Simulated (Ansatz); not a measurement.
Turn this script for Ansatz's Python interface into the input file that the command-line program reads.

`run_energy.py`
```python
'''Single point of ClH3NO2Si.'''

import logging
import sys

import ansatz as az

logging.basicConfig(stream=sys.stdout, format='[%(levelname)s] %(message)s')
log = logging.getLogger('calc')
log.setLevel(logging.INFO)

SETTINGS = {
    'basis_set': '6-31G*',
    'functional': 'hf',
}

GEOMETRY = '''
N    -0.78400    0.60210    1.24450
Si    0.13540    0.17270   -0.10720
O     1.66870    0.02370    0.34090
O    -0.41740   -1.27370   -0.51340
Cl    0.05420    1.37990   -1.74040
H    -1.75860    0.91540    0.87310
H     2.28990   -0.36680   -0.32120
H    -1.09610   -1.51040    0.16780
'''

system = az.Crystal.molecule()
for line in GEOMETRY.strip().splitlines():
    symbol, *xyz = line.split()
    system = system.atom(symbol, [float(v) for v in xyz])

calc = (
    system.calculation()
    .basis(gaussian=SETTINGS['basis_set'])
    .functional(SETTINGS['functional'])
    .spin('collinear', total=1)
)
try:
    rep = calc.run().report
except az.AnsatzError as error:
    sys.exit(f'{type(error).__name__}: {error}')

for key in ('converged', 'free_energy_ev', 'reference_energy_ev', 'n_frozen', 'n_occupied', 'n_virtual'):
    log.info(f'{key:22s} {rep[key]}')

state = rep['mean_field']['state']
log.info(f'mean field: {state["energy"]["hartree"]:.7f} Ha, <S^2> = {abs(state["spin_squared"]):.4f}, stability: {state.get("stability", {}).get("kind")}')
```

```console
$ python run_energy.py
[INFO] converged              True
[INFO] free_energy_ev         -25971.191474823245
[INFO] reference_energy_ev    -25971.191474823245
[INFO] n_frozen               0
[INFO] n_occupied             [29, 28]
[INFO] n_virtual              [60, 61]
[INFO] mean field: -954.4236828 Ha, <S^2> = 0.7578, stability: minimum
```

`input.yaml`:
```yaml
crystal:
  periodic: [false, false, false]
  atoms:
    - { symbol: "N", position_ang: [-0.784, 0.6021, 1.2445] }
    - { symbol: Si, position_ang: [0.1354, 0.1727, -0.1072] }
    - { symbol: O, position_ang: [1.6687, 0.0237, 0.3409] }
    - { symbol: O, position_ang: [-0.4174, -1.2737, -0.5134] }
    - { symbol: Cl, position_ang: [0.0542, 1.3799, -1.7404] }
    - { symbol: H, position_ang: [-1.7586, 0.9154, 0.8731] }
    - { symbol: H, position_ang: [2.2899, -0.3668, -0.3212] }
    - { symbol: H, position_ang: [-1.0961, -1.5104, 0.1678] }
basis:
  gaussian: { orbitals: "6-31G*" }
hamiltonian:
  xc: hf
magnetization:
  spin_polarized: true
  initial_magnetization: 1.0
```

The program run on that file:
```console
$ ansatz run input.yaml --threads 1 --pin off --max-ram 4096MiB --backend cpu --events-out ev --progress --plain --runs-dir out
Engine: ansatz 0.2.0, x86_64-unknown-linux-gnu
Functional definition: HF
  exchange = exact_x
  correlation = 0
811 factors; integrals over basis functions are off by at most 7.8e-4 eV
mean field evaluation 1: about -25967.0621 eV, gradient 3.1e1 eV
mean field evaluation 2: about -25967.0872 eV, gradient 3.1e1 eV
mean field evaluation 4: about -25971.1224 eV, gradient 2.7e0 eV
mean field evaluation 8: about -25971.1880 eV, gradient 2.1e-1 eV
mean field evaluation 16: about -25970.6948 eV, gradient 1.4e0 eV
mean field evaluation 32: about -25970.6123 eV, gradient 1.9e0 eV
mean field evaluation 64: about -25971.1515 eV, gradient 3.7e-1 eV
mean field -25971.19147482 eV, -954.4236827939 hartree, gradient 4.3e-5 eV, S^2 0.757812; 0 other end points of the search recorded, 0 dependent functions left out
reference -25971.19147482 eV, -954.4236827939 hartree; 29, 28 occupied and 60, 61 virtual orbitals, 811 factors
Total energy: -25971.19147482 eV, -954.4236827939 hartree
```

Total energies depend on the basis set; only differences at equal settings carry meaning. The geometry is a force-field or estimated start, not a minimum of this method, and the basis set is short of its limit. The species is open-shell (spin multiplicity 2). The whole script took 2.9 s on 1 thread of Intel(R) Xeon(R) 6975P-C (Granite Rapids), on a shared host, peak memory 0.26 GiB.

(A comment or docstring line of the script was reworded after the run, the code is as it ran; lines on the test bed's own set-up are left out of the output.)
